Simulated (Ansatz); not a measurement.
# HSeS+ (SMILES [SH+]=[Se]): functionals against CCSD(T) at one geometry

An exercise on one series of results from a longer session: the logs are not shown, and one member is left open.

The runs use Ansatz 0.2.0, Gaussian basis; single points in def2-TZVPP.

Cores are frozen in the correlated methods. Filled d shells of the heavier atoms are correlated.

## The system as given

SMILES `[SH+]=[Se]`, 3 atoms, charge 1, spin multiplicity 1.

Atoms are counted from 1 here; the program's logs count them from 0.

Bond lengths: S1–Se2 2.107 Å, S1–H3 1.468 Å. Angles: Se2–S1–H3 100.2°.

As a file:

```xyz
3
HSSe
S    -0.3723   -0.6490   -0.0789
Se    1.4014    0.0474    0.8196
H    -1.0264    0.6286   -0.3873
```

Set-up of the first run:

run/in.yaml

```yaml
crystal:
  periodic: [false, false, false]
  atoms:
    - {symbol: S, position_ang: [-0.372300, -0.649000, -0.078900]}
    - {symbol: Se, position_ang: [1.401400, 0.047400, 0.819600]}
    - {symbol: H, position_ang: [-1.026400, 0.628600, -0.387300]}
basis:
  gaussian: {orbitals: def2-TZVPP}
total_charge: 1
correlation: {method: ccsd_t}
output: {forces: true}
```

No record of the launch command was kept for these runs.

Steps of the session up to this table: CCSD(T)/def2-TZVPP; PBE0-D4/def2-TZVPP; wB97M-V/def2-TZVPP; r2SCAN-D4/def2-TZVPP; PBE-D4/def2-TZVPP; r2SCAN0-D4/def2-TZVPP; B97M-V/def2-TZVPP.

One of the session's tables, all rows but one given; the rest of the session is left out.

| method | RMS force component (eV/Å) | angle to CCSD(T) forces (°) |
| --- | --- | --- |
| CCSD(T) | 1.056 | reference |
| PBE0-D4 | 1.233 | 15.6 |
| wB97M-V | ? | ? |
| r2SCAN-D4 | 1.126 | 13.7 |
| PBE-D4 | 0.910 | 8.9 |
| r2SCAN0-D4 | 1.362 | 17.4 |
| B97M-V | 1.205 | 12.4 |

Estimate the missing values for wB97M-V.

The run gave: RMS force component (eV/Å): 1.329; angle to CCSD(T) forces (°): 16.9. In the column «RMS force component (eV/Å)» it lies between PBE0-D4 (1.233) and r2SCAN0-D4 (1.362).
